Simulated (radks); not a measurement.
**Tc²⁺ in [Ar] 3d10 4s1.5 4p6 4d5 5p0.5: an all-electron calculation**

Aim: the levels, the sizes of the orbitals and the parts of the energy of the technetium ion Tc2+.

Program: radks (a radial shooting solver on a logarithmic mesh, Libxc functionals) version 1. Level of theory: Dirac Kohn-Sham, PBE, spin-unpolarised, spherical densities, finite nucleus; open shells fill j = l - 1/2 first. These are calculated values, not measurements, unless marked.

## 1. The atom as given

```
element            : technetium (Z = 43)
charge             : +2
electrons          : 41
configuration      : [Ar] 3d10 4s1.5 4p6 4d5 5p0.5
nuclear rms radius : 4.4112 fm
```

## 2. Self-consistent calculation

The run's settings:

```text
Z 43
configuration [Ar] 3d10 4s1.5 4p6 4d5 5p0.5
relativity Dirac
functional pbe,pbe
spin unpolarised
j_filling energy
nucleus finite rms 4.4112 fm
c 137.035999084
```

**Question.** What will this run give?

As calculated:

```
                        quantity                   value
                    total energy     -4283.95924 hartree
exchange-correlation share of it                  2.98 %
                            −T/E                  1.0387
          highest occupied level       5p1/2, -14.311 eV
    most extended occupied level  5p1/2, <r> = 3.28 bohr
 radius at density 0.001 e/bohr³               3.89 bohr
    maxima of the radial density                       4
```

**Reading.** The radial density shows 4 maxima for 5 occupied principal shells; where shells overlap, one shows as a shoulder or not at all. −T/E is 1.039: with relativity the kinetic term as defined here no longer equals −E. This is not the tabulated ground configuration, so its levels and sizes aren't those of the ground state, and no measured value stands beside it.
